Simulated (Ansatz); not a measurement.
# TaSi (CsCl type): how the settings move a relaxation

Aim: see which settings change the result for TaSi (CsCl type), by how much, and at what cost.

Method: reference: DFT, PBEsol, PAW with Ansatz's default frozen-core files, scalar-relativistic, in Ansatz 0.2.0.

### Step 1. The starting structure

Symmetry: Pm-3m, No. 221, cubic system. Conventional cell: a = 2.968 Å, b = 2.968 Å, c = 2.968 Å, α = 90.00°, β = 90.00°, γ = 90.00°. Around Ta (site symmetry m-3m) lie 8 Si at 2.57 Å. Around Si (site symmetry m-3m) lie 8 Ta at 2.57 Å.

Coordinates:

```
CELL_PARAMETERS angstrom
2.96818 0.00000 0.00000
0.00000 2.96818 0.00000
0.00000 0.00000 2.96818
ATOMIC_POSITIONS crystal
Ta 0.00000 0.00000 0.00000
Si 0.50000 0.50000 0.50000
```

### Step 2. Reference

Contents of input.yaml:

```yaml
crystal:
  lattice:
    - [2.968176307, 0.0, 0.0]
    - [0.0, 2.968176307, 0.0]
    - [0.0, 0.0, 2.968176307]
  atoms:
    - { symbol: Ta, position: [0.0, 0.0, 0.0] }
    - { symbol: Si, position: [0.5, 0.5, 0.5] }
kpoints:
  mp_grid: { grid: [14, 14, 14] }
scf:
  occupations: { method: fermi_dirac, width: 0.05 }
hamiltonian:
  xc: pbesol
  pseudopotentials: { kind: paw }
output:
  forces: true
  stress: true
relax:
  f_tol: 0.005
  max_steps: 40
  cell: {}
```

Run with:

```
> ansatz run input.yaml --threads 1 --pin off --max-ram 2048MiB --backend cpu --events-out ev --progress --plain --runs-dir out
```

### Step 3. Changing settings: dr2_threshold 1.0e-09

input.yaml, as its differences from that of step 2:

```diff
@@ -12,2 +12,3 @@
   occupations: { method: fermi_dirac, width: 0.05 }
+  convergence: { dr2_threshold: 1.0e-09 }
 hamiltonian:
@@ -18,2 +19,6 @@
   stress: true
+  write_density: true
+  write_potential: true
+  elf: true
+  volumetric_format: npy
 relax:
```

**Question.** What will these runs give? Wanted: for each run, ending; energy change; pressure; gap; force.

The runs gave:

```tsv
run	ending	energy change	pressure (GPa)	gap (eV)	force (eV/Å)	cycles	time
reference	converged	0	0.0	0.00	0.00	43	18 s
1: dr2_threshold 1.0e-09	converged	0.0 meV/atom	0.0	0.00	0.00	47	20 s
```

Times don't compare one to one where runs were asked for different outputs or read a saved state (see the inputs); cycles may leave out searches for a lower state.

What this shows: The changed convergence setting doesn't alter the result here (within 0.5 meV/atom).
